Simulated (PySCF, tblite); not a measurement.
**C5H9BN2: geometry, infrared bands and NMR shifts**

Wanted: the infrared bands and NMR shifts of C5H9BN2 (`C=C[C@H](C)B(N)C#N`), by calculation.

The runs use tblite 0.8.0 and PySCF 2.14.0, with density-fitted response routines of our own; the level of theory stands in each step. All values are computed, except where a source is named. Atoms count from 0, in the outputs and in this text.

### 1 Starting geometry

17 atoms, charge 0, multiplicity 1; geometry from: force field or distance geometry start.

Bonds of the start (Å): C0–C1 1.33, C1–C2 1.51, C2–C3 1.53, C2–B4 1.60, B4–N5 1.52, B4–C6 1.53, C6–N7 1.16, C0–H8 1.09, C0–H9 1.09, C1–H10 1.10, C2–H11 1.12, C3–H12 1.11, C3–H13 1.11, C3–H14 1.12, N5–H15 1.05, N5–H16 1.04.

### 2 Relaxing the molecule with GFN2-xTB

Job settings and geometry (Å):

```
{"job": {"kind": "relax", "xc": "GFN2-xTB", "basis": "xTB"}, "charge": 0, "multiplicity": 1}
C     -1.911800     0.300600     1.325700
C     -1.159800    -0.574800     0.666600
C     -0.250900    -0.163600    -0.461500
C      0.149500    -1.365600    -1.314100
B      1.037600     0.602500     0.101100
N      1.295100     2.051400    -0.298200
C      2.014800    -0.102800     1.042900
N      2.753600    -0.636600     1.768100
H     -2.550400    -0.028500     2.144000
H     -1.922100     1.352800     1.056000
H     -1.190600    -1.623600     0.980800
H     -0.826800     0.529900    -1.126600
H     -0.758900    -1.869700    -1.706900
H      0.789200    -1.054100    -2.162900
H      0.710800    -2.102900    -0.692400
H      0.458800     2.606900     0.002500
H      1.355100     2.090400    -1.335000
```

The run is started by

```console
OMP_NUM_THREADS=1 python probes_run.py task.json out
```

One launch serves the whole session: the jobs run in the order shown.

**Question.** This job is followed by: GFN2-xTB harmonic vibrations, gas phase; GIAO PBE0/pcSseg-1 NMR shielding, non-relativistic, gas phase. What will the session give for the following? strongest single infrared mode (GFN2-xTB); zero-point energy (GFN2-xTB); 13C shifts against TMS (PBE0/pcSseg-1); 1H shifts against TMS (PBE0/pcSseg-1, means over atoms taken as alike); 11B shifts against BF3·OEt2 (PBE0/pcSseg-1); 15N shifts against NH3 (PBE0/pcSseg-1).

The runs gave:

| quantity | value |
| --- | --- |
| strongest single infrared mode (GFN2-xTB) | 654 cm⁻¹, 212 km/mol |
| zero-point energy (GFN2-xTB) | 85.3 kcal/mol |
| 13C shifts against TMS (PBE0/pcSseg-1) | 150.4, 128.6, 119.6, 42.0, 19.5 ppm |
| 1H shifts against TMS (PBE0/pcSseg-1, means over atoms taken as alike) | 6.20, 5.30, 5.22, 4.37, 1.84, 1.29 ppm |
| 11B shifts against BF3·OEt2 (PBE0/pcSseg-1) | 29.2 ppm |
| 15N shifts against NH3 (PBE0/pcSseg-1) | 357.8, 116.9 ppm |

In words: Over 123 steps the energy fell by 1.341 eV; of the close pairs, B4–N5 changed most, 1.525 to 1.379 Å. All 45 modes are real, so the xTB geometry is a minimum. The strongest single mode, at 654 cm⁻¹, moves mainly H16 and H15. Unscaled tight-binding wavenumbers are off by several per cent, some by more. Its intensities can rank the bands wrongly. At PBE0/pcSseg-1: Shielding is most anisotropic at N7 (span 533 ppm, paramagnetic term -429 ppm).
